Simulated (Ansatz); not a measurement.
# RhCl: the cost of one run

Computed with Ansatz 0.2.0 (DFT PBE, scalar-relativistic, plane waves, PAW, unless a step's input says otherwise).

1 further run of the same task is left out (it didn't finish).

### Step 1. The structure to begin with

The structure is cubic, space group Pm-3m (No. 221). Conventional cell: a = 3.413 Å, b = 3.413 Å, c = 3.413 Å, α = 90.00°, β = 90.00°, γ = 90.00°. Rh (site symmetry m-3m) has 8 Cl at 2.96 Å as nearest neighbours. Cl (site symmetry m-3m) has 8 Rh at 2.96 Å as nearest neighbours.

As a file:

```
CELL_PARAMETERS angstrom
3.41338 0.00000 0.00000
0.00000 3.41338 0.00000
0.00000 0.00000 3.41338
ATOMIC_POSITIONS crystal
Rh 0.00000 0.00000 0.00000
Cl 0.50000 0.50000 0.50000
```

This is candidate A: caesium chloride type (Pm-3m, No. 221).

(A quick probe on a coarse mesh, which set the mesh and smearing, is not shown.)

### Step 3. Coarse relaxation (candidate A)

The input, input.yaml:

```yaml
crystal:
  lattice:
    - [3.4133763685, 0.0, 0.0]
    - [0.0, 3.4133763685, 0.0]
    - [0.0, 0.0, 3.4133763685]
  atoms:
    - { symbol: Rh, position: [0.0, 0.0, 0.0], spin: 1.9 }
    - { symbol: Cl, position: [0.5, 0.5, 0.5], spin: 0.28 }
basis:
  ecutwfc: 420
kpoints:
  mp_grid: { grid: [6, 6, 6] }
hamiltonian:
  xc: pbe
scf:
  occupations: { method: gaussian, width: 0.1 }
  lower_state_search: "off"
output:
  forces: true
  stress: true
  eigenvalues: true
  populations: true
magnetization:
  spin_polarized: true
relax:
  adjacent_minimum: "off"
  f_tol: 0.04
  max_steps: 70
  cell: { stress_tol: 0.4 }
```

Started as:

```bash
$ ansatz run input.yaml --threads 1 --pin off --max-ram 2560MiB --backend cpu --events-out ev --progress --plain --runs-dir out
```

What time and memory should one allow on 1 thread of Arm Neoverse N1, shared host?

About 25 s, with a peak of 0.29 GiB.
